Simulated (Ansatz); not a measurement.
**BH₆NOSi: up Jacob's ladder to CCSD(T)**

Aim: compute BH₆NOSi with functionals from several rungs and with coupled cluster, and see how far each lands from CCSD(T) at the basis-set limit for the atomisation energy.

Computed with Ansatz 0.2.0, Gaussian basis. Level: functionals in def2-TZVPP, the program's frozen cores in correlated methods.

Levels to be run: LDA (SPW92), PBE-D4, revPBE-D4, BLYP-D4, r2SCAN-D4, B97M-V, PBE0-D4, B3LYP-D4, r2SCANh-D4, r2SCAN0-D4, HSE06-D4, BHLYP-D4, CAM-B3LYP-D4, LC-ωPBE, ωB97X-V, ωB97M-V, B2PLYP, PBE-QIDH; CCSD(T)/def2-SVP; CCSD(T)/def2-TZVPP; MP2/def2-QZVPP; extrapolation to the limit; RPA on PBE.

## 1. The relaxed structure

An earlier PBE0-D4 in a triple-zeta def2 set relaxation fixed the geometry.

SMILES `NB[SiH2]O`, 10 atoms, charge 0, spin multiplicity 1.

Atoms are counted from 1 here; the program's logs count them from 0.

Bond lengths: N1–B2 1.386 Å, N1–H5 1.007 Å, N1–H6 1.007 Å, B2–Si3 2.019 Å, B2–H7 1.203 Å, Si3–O4 1.661 Å, Si3–H8 1.498 Å, Si3–H9 1.491 Å, O4–H10 0.958 Å. Angles: B2–N1–H5 123.3°, B2–N1–H6 123.5°, H5–N1–H6 113.1°, N1–B2–Si3 121.2°, N1–B2–H7 117.0°, Si3–B2–H7 121.7°, B2–Si3–O4 112.7°, B2–Si3–H8 109.6°, B2–Si3–H9 112.4°, O4–Si3–H8 110.4°, O4–Si3–H9 104.8°, H8–Si3–H9 106.7°, Si3–O4–H10 116.4°.

## 2. LDA

This LDA is Slater exchange with PW92 correlation.

The input, in.yaml:

```yaml
crystal:
  periodic: [false, false, false]
  atoms:
    - {symbol: N, position_ang: [-1.326402, 1.347505, -0.014428]}
    - {symbol: B, position_ang: [-0.650406, 0.258503, -0.541826]}
    - {symbol: Si, position_ang: [0.723686, -0.746413, 0.542988]}
    - {symbol: O, position_ang: [2.131108, -1.015008, -0.296556]}
    - {symbol: H, position_ang: [-2.029705, 1.860668, -0.521308]}
    - {symbol: H, position_ang: [-1.161558, 1.710181, 0.910443]}
    - {symbol: H, position_ang: [-0.928585, -0.064627, -1.666259]}
    - {symbol: H, position_ang: [0.142010, -2.043827, 1.013304]}
    - {symbol: H, position_ang: [1.144482, 0.002389, 1.761710]}
    - {symbol: H, position_ang: [2.038373, -1.360573, -1.185070]}
basis:
  gaussian: {orbitals: def2-TZVPP}
hamiltonian: {xc: lda}
output: {orbitals: {seedname: orbitals}}
```

Run with:

```
$ ansatz run in.yaml --threads 2 --pin off --events-out ev --progress --plain --max-ram 4352MiB
```

After this run come: PBE-D4 (GGA); revPBE-D4 (GGA); BLYP-D4 (GGA); r2SCAN-D4 (meta-GGA); B97M-V (meta-GGA); B3LYP-D4 (hybrid); r2SCANh-D4 (hybrid); r2SCAN0-D4 (hybrid); HSE06-D4 (hybrid); BHLYP-D4 (hybrid); CAM-B3LYP-D4 (range-separated); LC-ωPBE (range-separated); ωB97X-V (range-separated); ωB97M-V (range-separated); B2PLYP (double hybrid); PBE-QIDH (double hybrid); CCSD(T) in def2-SVP; CCSD(T) in def2-TZVPP; MP2 in def2-QZVPP; RPA on PBE orbitals.

Q: Predict the results of all the runs planned. Wanted: atomisation energy, CCSD(T)/CBS; farthest beyond LDA; mean size of error, GGA; mean size of error, meta-GGA; mean size of error, hybrid; mean size of error, range-separated; mean size of error, double hybrid; gap, smallest and largest; T1 diagnostic.

As calculated:

| quantity | value |
| --- | --- |
| atomisation energy, CCSD(T)/CBS | 844.7 kcal/mol |
| functionals within 4.2 kcal/mol (0.5 %) | BLYP-D4, r2SCAN-D4, B97M-V, B3LYP-D4, HSE06-D4, ωB97X-V, ωB97M-V |
| farthest beyond LDA | BHLYP-D4 (-20.0 kcal/mol) |
| mean size of error, GGA | 7.3 kcal/mol |
| mean size of error, meta-GGA | 0.8 kcal/mol |
| mean size of error, hybrid | 8.4 kcal/mol |
| mean size of error, range-separated | 4.9 kcal/mol |
| mean size of error, double hybrid | 9.0 kcal/mol |
| gap, smallest and largest | 4.36 eV (LDA (SPW92)), 11.71 eV (LC-ωPBE) |
| T1 diagnostic | 0.0130 |
| triples share of the correlation energy | 3.5 % |

What this shows: The LDA atomisation energy is off by 112.9 kcal/mol (13 %): it overbinds. PBE-D4 misses by +9.6 kcal/mol. Double hybrids carry the basis error of their MP2 part in triple zeta, and no dispersion term here, so their miss is partly the set-up's. By mean error the best rung here is meta-GGA (0.8 kcal/mol) and the worst beyond LDA is double hybrid (9.0 kcal/mol). The reference freezes the cores and leaves out relativity and excitations past (T), so misses under about 4.2 kcal/mol can't be ranked. Hartree-Fock recovers 73 % of the binding; the rest is correlation. CCSD(T) in def2-SVP is off by -58.1 kcal/mol, which most functionals beat. Orbital gaps span 4.4 to 11.7 eV; exact exchange widens them.
